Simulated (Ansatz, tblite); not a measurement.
# V(NH)F3 (F3HNV): one state, many levels

Aim: run the singlet of V(NH)F3 (F3HNV) at one geometry on many levels, and compare frontier levels, spin and run time.

Computed with Ansatz 0.2.0, Gaussian basis. Level: as each input shows.

Levels to be run: GFN1-xTB, GFN2-xTB, PBE-D4/def2-TZVP, r2SCAN-D4/def2-TZVP, ωB97M-V/def2-TZVP, CAM-B3LYP-D4/def2-TZVP, r2SCAN0-D4/def2-TZVP, BLYP-D4/def2-TZVP, LC-ωPBE/def2-TZVP, B2PLYP/def2-TZVP, revPBE-D4/def2-TZVP, PBE-D4/def2-SVP, PBE0-D4/def2-SVP, HF/STO-3G, HF/6-31G, B3LYP-D4/6-31G, PBE0-D4/def2-TZVPD, PBE-D4/def2-TZVPD, r2SCAN-D4/def2-TZVPD, CCSD(T)/def2-TZVPP, MP2/def2-TZVP, RPA/def2-TZVP.

## (1) The relaxed structure

The singlet was relaxed beforehand with PBE-D4/def2-SVP.

6 atoms, charge 0, spin multiplicity 1.

Bond lengths: V1–N2 1.612 Å, V1–F4 1.728 Å, V1–F5 1.728 Å, V1–F6 1.728 Å, N2–H3 1.028 Å. Angles: N2–V1–F4 108.3°, N2–V1–F5 108.3°, N2–V1–F6 108.3°, F4–V1–F5 110.6°, F4–V1–F6 110.6°, F5–V1–F6 110.6°, V1–N2–H3 179.9°.

Formally the metal is d0. No spin-orbit coupling is included.

PBE0-D4/def2-TZVP was run before; its log isn't repeated, and its numbers join the tables.

## (2) GFN1-xTB

Tight binding, by tblite at 300 K electronic temperature and without a spin-polarisation term:

```python
tblite.interface.Calculator('GFN1-xTB', numbers, positions, charge=0, uhf=0).singlepoint()
```

Energy -558.2054 eV, HOMO -14.20 eV, LUMO -11.83 eV; 0.004 s.

## (3) GFN2-xTB

Tight binding, by tblite at 300 K electronic temperature and without a spin-polarisation term:

```python
tblite.interface.Calculator('GFN2-xTB', numbers, positions, charge=0, uhf=0).singlepoint()
```

Energy -536.3178 eV, HOMO -13.33 eV, LUMO -10.30 eV; 0.002 s.

## (4) PBE-D4/def2-TZVP

start.molden holds the orbitals of an earlier run on this state, given as this run's starting guess.

in.yaml

```yaml
crystal:
  periodic: [false, false, false]
  atoms:
    - {symbol: V, position_ang: [-0.007765, -0.007081, -0.437399]}
    - {symbol: N, position_ang: [0.020411, 0.019456, 1.174464]}
    - {symbol: H, position_ang: [0.039014, 0.035665, 2.202196]}
    - {symbol: F, position_ang: [1.623030, -0.010426, -1.008501]}
    - {symbol: F, position_ang: [-0.842597, 1.401762, -0.988682]}
    - {symbol: F, position_ang: [-0.832093, -1.439366, -0.942088]}
basis:
  gaussian: {orbitals: def2-TZVP, initial_orbitals: start.molden}
hamiltonian: {xc: pbe, dispersion: d4}
scf: {omitted_lower_state_checks: [starts]}
output: {forces: true, orbitals: {seedname: orbitals}}
```

Launch:

```bash
$ ansatz run in.yaml --threads 4 --pin off --events-out ev --progress --plain --max-ram 3916MiB
```

Further steps of the session: r2SCAN-D4/def2-TZVP; ωB97M-V/def2-TZVP; CAM-B3LYP-D4/def2-TZVP; r2SCAN0-D4/def2-TZVP; BLYP-D4/def2-TZVP; LC-ωPBE/def2-TZVP; B2PLYP/def2-TZVP; revPBE-D4/def2-TZVP; PBE-D4/def2-SVP; PBE0-D4/def2-SVP; HF/STO-3G; HF/6-31G; B3LYP-D4/6-31G; PBE0-D4/def2-TZVPD; PBE-D4/def2-TZVPD; r2SCAN-D4/def2-TZVPD; CCSD(T)/def2-TZVPP; MP2/def2-TZVP; RPA/def2-TZVP.

Before running them: what should the planned runs give, taken together? Wanted: gap in def2-TZVP, named functionals, smallest and largest; correlation energy, CCSD(T)/def2-TZVPP; correlation energy, MP2/def2-TZVP; binding an atom, functionals in def2-TZVP; PBE0 total energy, smallest basis above largest.

The runs gave:

| quantity | value |
| --- | --- |
| gap in def2-TZVP, named functionals, smallest and largest | 3.61 eV (BLYP-D4), 11.36 eV (LC-ωPBE) |
| correlation energy, CCSD(T)/def2-TZVPP | -44.03 eV |
| correlation energy, MP2/def2-TZVP | -42.59 eV |
| binding an atom, functionals in def2-TZVP | 3.84 (r2SCAN0-D4) to 4.09 eV (CAM-B3LYP-D4) |
| PBE0 total energy, smallest basis above largest | 15.58 eV (def2-SVP, def2-TZVPD) |

What this shows: Orbital gaps of the named functionals in def2-TZVP span 3.61 eV (BLYP-D4) to 11.36 eV (LC-ωPBE); exact exchange widens it. Notes on CCSD(T)/def2-TZVPP and its Hartree-Fock reference, which MP2 shares: restricted state is unstable towards broken spin symmetry.
